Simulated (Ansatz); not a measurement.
**Ta3N under changes of volume**

One of the cells (14.978 Å³/atom); the others are scaled copies at fixed shape and fractional positions:

```
CELL_PARAMETERS angstrom
3.03222 0.00000 0.00000
-1.51611 2.62598 0.00000
0.00000 0.00000 7.52414
ATOMIC_POSITIONS crystal
Ta 0.66667 0.33333 0.82607
Ta 0.33333 0.66667 0.17393
Ta 0.00000 0.00000 0.50000
N 0.00000 0.00000 0.00000
```

The cell comes from a database or a generator and needn't be the stable form of this composition.

```yaml
Program: Ansatz 0.2.0
Functional: LDA
Potentials_or_basis: Ansatz PAW
Cutoff: "420 eV (not typed: the program's choice for these potentials)"
k_mesh: 10 × 10 × 4
Occupations: fermi-dirac, width 0.05 eV
Spin: no spin polarisation
```

| volume (Å³/atom) | energy over the lowest point (meV/atom) | pressure (GPa) | largest force (eV/Å) |
| --- | --- | --- | --- |
| 14.079 | 0.00 | 2.4 | 0.114 |
| 14.379 | 1.05 | -3.4 | 0.267 |
| 14.678 | 12.42 | -8.6 | 0.406 |
| 14.978 | 33.00 | -13.3 | 0.531 |
| 15.277 | ? | ? | ? |
| 15.577 | 98.21 | -21.3 | 0.744 |
| 15.877 | 141.22 | -24.6 | 0.836 |

Question: What does the run at 15.277 Å³/atom give?

Answer: Energy over the lowest point 61.89 meV/atom; pressure -17.5 GPa; largest force 0.643 eV/Å.

Worked out: A Birch-Murnaghan fit of order 3 (a polynomial in V^(-2/3)) to the other rows has its minimum at 14.20 Å³/atom with B0 = V·E''(V) = 279 GPa and B' = 4.2 at fixed shape and positions, which overstates the stiffness. It gives 61.85 meV/atom at 15.277 Å³/atom, against the run's 61.89, and -dE/dV = -17.5 GPa, against -17.5.

Energies are extrapolated to zero smearing.

Caveats: the PAW data sets come from PBE, with cores solved anew for the run's functional, which leaves a small shift of forces and pressure.
